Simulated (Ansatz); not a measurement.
# CH4CoO: the cost of one run

Computed with Ansatz 0.2.0 (the levels named in each step, unless a step's input says otherwise).

### Step 1. The starting structure

Bond lengths: C1–Co2 1.880 Å, Co2–O3 1.590 Å, C1–H4 1.106 Å, C1–H5 1.090 Å, C1–H6 1.091 Å, O3–H7 0.964 Å. Angles: C1–Co2–O3 112.8°, Co2–C1–H4 98.1°, Co2–C1–H5 115.7°, Co2–C1–H6 115.7°, H4–C1–H5 109.4°, H4–C1–H6 109.3°, H5–C1–H6 108.1°, Co2–O3–H7 153.4°.

Structure file:

```xyz
7

C    -1.3796    0.8618    0.4759
Co   -0.0519   -0.2906   -0.1896
O     1.4177    0.1779    0.1941
H    -2.2630    0.3226    0.0859
H    -1.3691    1.8752    0.0751
H    -1.4471    0.9276    1.5626
H     2.0513    0.7724    0.6106
```

### Step 2. A rough first relaxation, PBE-D4/def2-SVP

This run stands in another session on the same molecule. It ended at:

```xyz
7

C    -1.3103    0.8772    0.4797
Co   -0.0973   -0.1355   -0.5132
O     1.3725    0.0205    0.3074
H    -2.1843    0.2072    0.2583
H    -1.3348    1.8519   -0.0608
H    -1.1399    0.9840    1.5664
H     1.6526    0.8416    0.7768
```

### Step 3. Relaxation, PBE0-D4/def2-TZVPP

File input.yaml:

```yaml
crystal:
  periodic: [false, false, false]
  atoms:
    - { symbol: C, position_ang: [-1.31034791, 0.87723337, 0.47967008] }
    - { symbol: Co, position_ang: [-0.09733676, -0.1354758, -0.51316617] }
    - { symbol: O, position_ang: [1.37246501, 0.02052735, 0.30744189] }
    - { symbol: H, position_ang: [-2.18434263, 0.20716776, 0.2583244] }
    - { symbol: H, position_ang: [-1.3347957, 1.85187623, -0.06082426] }
    - { symbol: H, position_ang: [-1.13986011, 0.98396522, 1.56638715] }
    - { symbol: H, position_ang: [1.65256811, 0.84160586, 0.77675691] }
magnetization:
  spin_polarized: true
  initial_magnetization: 2
total_charge: 1
basis:
  gaussian: { orbitals: def2-TZVPP }
hamiltonian:
  xc: pbe0
  dispersion: d4
relax:
  f_tol: 0.002
  max_steps: 150
```

Started as:

```
ansatz run input.yaml --threads 4 --pin off --max-ram 10240MiB --backend cpu --events-out ev --progress --plain --runs-dir out
```

**Question.** How long does this run take on 4 threads of Intel Xeon Platinum 8375C at 2.90GHz (Ice Lake), shared host, and how much memory does it need?

About 2 min, with a peak of 0.73 GiB.
